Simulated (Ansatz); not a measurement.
# C₂H₄OSTeZn: how energies converge with the basis set

An exercise on one series of results from a longer session: the logs are not shown, and one member is left open.

Method: one geometry, several basis sets; program: Ansatz 0.2.0, Gaussian basis.

Levels to be run: PBE0-D4/def2-SVP; ωB97M-V/def2-SVP; PBE0-D4/def2-QZVPP; ωB97M-V/def2-QZVPP; the functionals' def2-TZVPP values are taken from earlier runs.

### The relaxed structure

An earlier PBE0-D4 in a triple-zeta def2 set relaxation fixed the geometry. Te takes the def2 core potential; no spin-orbit term is included.

10 atoms, charge 0, spin multiplicity 1.

Atoms are counted from 1 here; the program's logs count them from 0.

Bond lengths: S1–C2 1.637 Å, S1–Zn6 2.490 Å, C2–Te3 2.074 Å, C2–C4 1.510 Å, Te3–H7 1.663 Å, C4–O5 1.346 Å, C4–H8 1.109 Å, C4–H9 1.109 Å, O5–Zn6 1.855 Å, Zn6–H10 1.536 Å. Angles: C2–S1–Zn6 92.2°, S1–C2–Te3 118.9°, S1–C2–C4 122.5°, Te3–C2–C4 118.6°, C2–Te3–H7 93.3°, C2–C4–O5 116.8°, C2–C4–H8 104.8°, C2–C4–H9 104.8°, O5–C4–H8 112.4°, O5–C4–H9 112.4°, H8–C4–H9 104.7°, C4–O5–Zn6 122.5°, S1–Zn6–O5 86.0°, S1–Zn6–H10 124.4°, O5–Zn6–H10 149.5°.

As a file:

```xyz
10
C2H4OSTeZn
S    -1.4100   -0.3480    1.3078
C    -0.1570   -0.8105    0.3615
Te    0.4479   -2.7935    0.3978
C     0.5776    0.1537   -0.5395
O     0.1548    1.4318   -0.5334
Zn   -1.2596    2.0096    0.5193
H     1.6608   -2.5439   -0.7122
H     0.5231   -0.3037   -1.5478
H     1.6425    0.0604   -0.2462
H    -2.1802    3.1440    0.9926
```

Set-up of the first run:

The input, in.yaml:

```yaml
crystal:
  periodic: [false, false, false]
  atoms:
    - {symbol: S, position_ang: [-1.410042, -0.347952, 1.307785]}
    - {symbol: C, position_ang: [-0.156997, -0.810463, 0.361550]}
    - {symbol: Te, position_ang: [0.447949, -2.793493, 0.397763]}
    - {symbol: C, position_ang: [0.577566, 0.153700, -0.539465]}
    - {symbol: O, position_ang: [0.154777, 1.431766, -0.533364]}
    - {symbol: Zn, position_ang: [-1.259578, 2.009636, 0.519322]}
    - {symbol: H, position_ang: [1.660845, -2.543856, -0.712178]}
    - {symbol: H, position_ang: [0.523110, -0.303722, -1.547797]}
    - {symbol: H, position_ang: [1.642530, 0.060382, -0.246187]}
    - {symbol: H, position_ang: [-2.180160, 3.143991, 0.992580]}
basis:
  gaussian: {orbitals: def2-SVP}
hamiltonian: {xc: pbe0, dispersion: d4}
output: {orbitals: {seedname: orbitals}}
```

Run with:

```
> ansatz run in.yaml --threads 2 --pin off --events-out ev --progress --plain --max-ram 22528MiB --backend cpu
```

Steps of the session up to this table: PBE0-D4 in def2-SVP; ωB97M-V in def2-SVP; PBE0-D4 in def2-QZVPP; ωB97M-V in def2-QZVPP.

One table of the session follows, with a row left open; its other results are not shown here.

It belongs to the step «Density functionals: the series». 

```
functional       basis  HOMO (eV)  LUMO (eV)
   PBE0-D4    def2-SVP      -6.88      -2.65
   PBE0-D4  def2-TZVPP          ?          ?
   PBE0-D4  def2-QZVPP      -7.06      -2.81
   ωB97M-V    def2-SVP      -8.96      -0.59
   ωB97M-V  def2-TZVPP      -9.12      -0.80
   ωB97M-V  def2-QZVPP      -9.13      -0.84
```

**Question.** Estimate the row for PBE0-D4, def2-TZVPP.

**Answer.** HOMO (eV): -7.04; LUMO (eV): -2.78. In the column «HOMO (eV)» it lies between PBE0-D4, def2-QZVPP (-7.06) and PBE0-D4, def2-SVP (-6.88).
